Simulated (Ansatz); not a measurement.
# GaOSi: the cost of one run

The runs use Ansatz 0.2.0, Gaussian basis; cc-pVTZ, core rule «outside noble gas», up to 20 orbitals frozen.

The runs, in order: UHF; CCSD(T) on RHF; CCSD(T) on UHF; BCCD(T) on RHF; CCSDT(Q) on RHF; CCSDT(Q) on UHF.

9 further runs of the same task are left out: 4 for a known fault of the program, 5 set aside as unsound or not needed.

**1. What is computed**

The geometry is a PBE0/def2-TZVP stationary point (not a proven minimum) of the parent state, kept for this charge and spin. No spin-orbit coupling is included. The filled d shell of Ga may be among the frozen orbitals whatever the setting's name suggests; the logs give the count.

3 atoms, charge 1, spin multiplicity 1.

Atoms are counted from 1 here; the program's logs count them from 0.

Bond lengths: O1–Ga2 1.656 Å, Ga2–Si3 2.416 Å. Angles: O1–Ga2–Si3 180.0°.

**2. UHF**

in.yaml reads:

```yaml
crystal:
  periodic: [false, false, false]
  atoms:
    - {symbol: O, position_ang: [0.000000, 0.000000, -1.909138]}
    - {symbol: Ga, position_ang: [0.000000, 0.000000, -0.253219]}
    - {symbol: Si, position_ang: [0.000000, 0.000000, 2.162356]}
basis:
  gaussian: {orbitals: cc-pVTZ}
total_charge: 1
magnetization: {spin_polarized: true, initial_magnetization: 0}
hamiltonian: {xc: hf}
output: {orbitals: {seedname: orbitals}}
```

Started as:

```console
$ ansatz run in.yaml --threads 1 --pin off --events-out ev --progress --plain --max-ram 2816MiB --backend cpu
```

**Question.** How long does this run take on 1 thread of AMD EPYC 7R13, shared host, and how much memory does it need?

About 26 s, with a peak of 0.31 GiB.
